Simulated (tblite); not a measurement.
# C6H11BF2O: the cost of one run

Computed with tblite 0.8.0 and PySCF 2.14.0, with density-fitted response routines of our own, on a single molecule in the gas phase. Atoms are numbered from 0 throughout.

### Step 1. The molecule as given

21 atoms, charge 0, multiplicity 1; geometry from: force field or distance geometry start.

Bonds of the start (Å): C0–C1 1.53, C1–C2 1.53, C1–C3 1.50, C3–O4 1.40, O4–C5 1.39, C5–C6 1.51, C6–B7 1.59, B7–F8 1.47, B7–F9 1.46, C5–C3 1.49, C0–H10 1.10, C0–H11 1.12, C0–H12 1.12, C1–H13 1.13, C2–H14 1.12, C2–H15 1.12, C2–H16 1.09, C3–H17 1.11, C5–H18 1.13, C6–H19 1.10, C6–H20 1.11.

### Step 2. Geometry optimisation with GFN2-xTB

What the job is given:

```
{"job": {"kind": "relax", "xc": "GFN2-xTB", "basis": "xTB"}, "charge": 0, "multiplicity": 1}
C      1.910200    -1.095900     0.741700
C      1.380300     0.212100     0.145800
C      2.144100     0.469600    -1.154500
C     -0.061100     0.135100    -0.278500
O     -0.444700     1.379300    -0.792400
C     -1.115000     0.972100     0.353200
C     -2.559000     0.642400     0.057500
B     -2.900700    -0.831400     0.543900
F     -3.094600    -1.870400    -0.477300
F     -2.624600    -1.209200     1.925700
H      2.992000    -1.097200     0.524000
H      1.442500    -1.993500     0.267800
H      1.808500    -1.109400     1.852800
H      1.593300     1.080200     0.837900
H      1.887100    -0.404700    -1.806800
H      1.625600     1.335400    -1.633600
H      3.207800     0.641700    -1.014600
H     -0.348700    -0.768500    -0.850800
H     -0.877800     1.491900     1.324000
H     -2.712700     0.634600    -1.031100
H     -3.261800     1.402700     0.464700
```

On the command line:

```bash
OMP_NUM_THREADS=1 python probes_run.py task.json out
```

One launch serves the whole session: the jobs run in the order shown.

**Question.** How long does this first job take on 1 thread of Arm Neoverse V2, shared host, and how much memory does it need?

About 1.1 s, with a peak of 0.18 GiB.
